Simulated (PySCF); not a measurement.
**ScSOH: structure of the singlet**

Where does singlet ScSOH go from a linear start, is the end point a minimum, and what are its modes, charges and moments?

Method: PBE0, basis Sc def2-TZVP, S def2-TZVP, O def2-TZVP, H def2-TZVP, no relativity, density fitting; program: PySCF 2.14.0.

**1. Starting geometry**

4 atoms, charge 0, spin multiplicity 1.

Bond lengths: Sc1–S2 2.100 Å, Sc1–O3 2.110 Å, O3–H4 0.960 Å. Angles: S2–Sc1–O3 180.0°, Sc1–O3–H4 130.0°.

```xyz
4
charge 0 multiplicity 1
Sc    0.0079    0.0000    0.3262
S     0.0079    0.0000   -1.7738
O     0.0079    0.0000    2.4362
H    -0.7275    0.0000    3.0533
```

**2. Linear start, singlet: relaxation**

One driver script runs all steps and calls PySCF; scf.py shows how it sets up the SCF of each step. The optimiser is the driver's own. Before each start the driver seeks the lowest SCF state from one or more starting densities and follows internal instabilities, so scf.py alone need not reach the same state.

The program finds Cs symmetry in the start, which this walk keeps.

Input file scf.py:

```python
from pyscf import gto, scf, dft
mol = gto.M(atom='''
Sc     0.007890     0.000000     0.326237
S      0.007890     0.000000    -1.773763
O      0.007890     0.000000     2.436237
H     -0.727510     0.000000     3.053337''',
    basis={'Sc': 'def2-TZVP', 'S': 'def2-TZVP', 'O': 'def2-TZVP', 'H': 'def2-TZVP'},
    charge=0, spin=0)
mf = dft.RKS(mol, xc='PBE0')
mf.grids.atom_grid = (50, 194)
aux = {'Sc': 'def2-universal-JKFIT', 'S': 'def2-universal-JKFIT', 'O': 'def2-universal-JKFIT', 'H': 'def2-universal-JKFIT'}
mf = mf.density_fit(auxbasis=aux)
mf.kernel()
```

Further steps of the session: Vibrations and properties at this point.

**Question.** What will these runs give? Wanted: minimum; geometry; wavenumbers; dipole moment; highest occupied, lowest empty level; polar-tensor charge of Sc1; zero-point energy; atomisation energy.

The runs gave:

```
                                 quantity                                                                  value
                                  minimum                                                            singlet, Cs
                                 geometry  O–H 0.956 Å, Sc–O 1.870 Å, Sc–S 2.163 Å; H–O–Sc 146.9°, O–Sc–S 123.4°
                       wavenumbers (cm⁻¹)           128 (a'), 412 (a'), 453 (a''), 565 (a'), 714 (a'), 3955 (a')
                            dipole moment                                                                 6.43 D
     highest occupied, lowest empty level                                                        -6.10, -2.36 eV
               polar-tensor charge of Sc1                                                                +1.62 e
                        zero-point energy                                                            37.2 kJ/mol
                      entropy at 298.15 K                                                        292.2 J/(mol K)
atomisation energy (no zero-point energy)                                                            1409 kJ/mol
```

The linear start keeps its Cs symmetry and ends in a minimum. In the infrared the band at 714 cm⁻¹ (a') leads. With 6.4 D the molecule is strongly polar. Other starts or spin states, not run here, may lie lower.
